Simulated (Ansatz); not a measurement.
# C: the cost of one run

Method: DFT r2SCAN, scalar-relativistic, plane waves, PAW, in Ansatz 0.2.0.

**1. The starting structure**

The structure is hexagonal, space group P6_3/mmc (No. 194). The conventional cell has a = 2.456 Å, b = 2.456 Å, c = 7.040 Å, α = 90.00°, β = 90.00°, γ = 120.00°. C (site symmetry -6m2) has 3 C at 1.42 Å as nearest neighbours.

Structure file:

```
CELL_PARAMETERS angstrom
2.45579 0.00000 0.00000
-1.22789 2.12678 0.00000
0.00000 0.00000 7.04047
ATOMIC_POSITIONS crystal
C 0.00000 0.00000 0.25000
C 0.00000 0.00000 0.75000
C 0.33333 0.66667 0.25000
C 0.66667 0.33333 0.75000
```

It goes back to an entry of the Materials Project.

This cell was relaxed beforehand with the same method: volume 9.19 Å³/atom, gap on the mesh none (metal).

**2. Cutting the slab**

Miller indices refer to the conventional cell of the relaxed bulk, P6_3/mmc (No. 194): a = 2.456 Å, b = 2.456 Å, c = 7.040 Å, α = 90.00°, β = 90.00°, γ = 120.00°.

A (001) slab, 7.0 Å thick as cut, with 17 Å of vacuum; its outer planes are C (top) and C (bottom).

The slab as cut. Its planes from the bottom up:

```csv
plane,atoms per cell,height over the lowest (Å)
1,C6,0.00
2,C6,3.52
3,C6,7.04
```

**3. Relaxing the clean slab**

input.yaml

```yaml
crystal:
  lattice:
    - [4.2535527192, 0.0, 0.0]
    - [-2.1267763596, 3.6836847111, 0.0]
    - [0.0, 0.0, 24.0404687907]
  atoms:
    - { symbol: C, position: [0.6666666667, 0.3333333333, 0.3535704763] }
    - { symbol: C, position: [0.0, 0.0, 0.3535704763] }
    - { symbol: C, position: [0.3333333333, 0.6666666667, 0.3535704763] }
    - { symbol: C, position: [0.3333333333, 0.3333333333, 0.3535704763] }
    - { symbol: C, position: [0.6666666667, 0.0, 0.3535704763] }
    - { symbol: C, position: [0.0, 0.6666666667, 0.3535704763] }
    - { symbol: C, position: [0.6666666667, 0.3333333333, 0.5] }
    - { symbol: C, position: [0.0, 0.0, 0.5] }
    - { symbol: C, position: [0.3333333333, 0.6666666667, 0.5] }
    - { symbol: C, position: [0.6666666667, 0.6666666667, 0.5] }
    - { symbol: C, position: [0.0, 0.3333333333, 0.5] }
    - { symbol: C, position: [0.3333333333, 0.0, 0.5] }
    - { symbol: C, position: [0.6666666667, 0.3333333333, 0.6464295237] }
    - { symbol: C, position: [0.0, 0.0, 0.6464295237] }
    - { symbol: C, position: [0.3333333333, 0.6666666667, 0.6464295237] }
    - { symbol: C, position: [0.3333333333, 0.3333333333, 0.6464295237] }
    - { symbol: C, position: [0.6666666667, 0.0, 0.6464295237] }
    - { symbol: C, position: [0.0, 0.6666666667, 0.6464295237] }
basis:
  ecutwfc: 500
kpoints:
  mp_grid: { grid: [9, 9, 1] }
hamiltonian:
  xc: r2scan
scf:
  occupations: { method: gaussian, width: 0.1 }
output:
  forces: true
  eigenvalues: true
  write_density: true
  write_potential: true
  elf: true
  volumetric_format: npy
relax:
  adjacent_minimum: "off"
  f_tol: 0.03
  max_steps: 70
  constraints: [{ sites: [0, 1, 2, 3, 4, 5] }]
efield:
  axis: 3
  dipole_correction: true
```

The run is started by

```bash
> ansatz run input.yaml --threads 2 --pin off --max-ram 5120MiB --backend cpu --events-out ev --progress --plain --runs-dir out
```

Q: Estimate wall time and peak memory on 2 threads of Intel Xeon 6975P-C (Granite Rapids), shared host.

About 30 s, with a peak of 1.4 GiB.
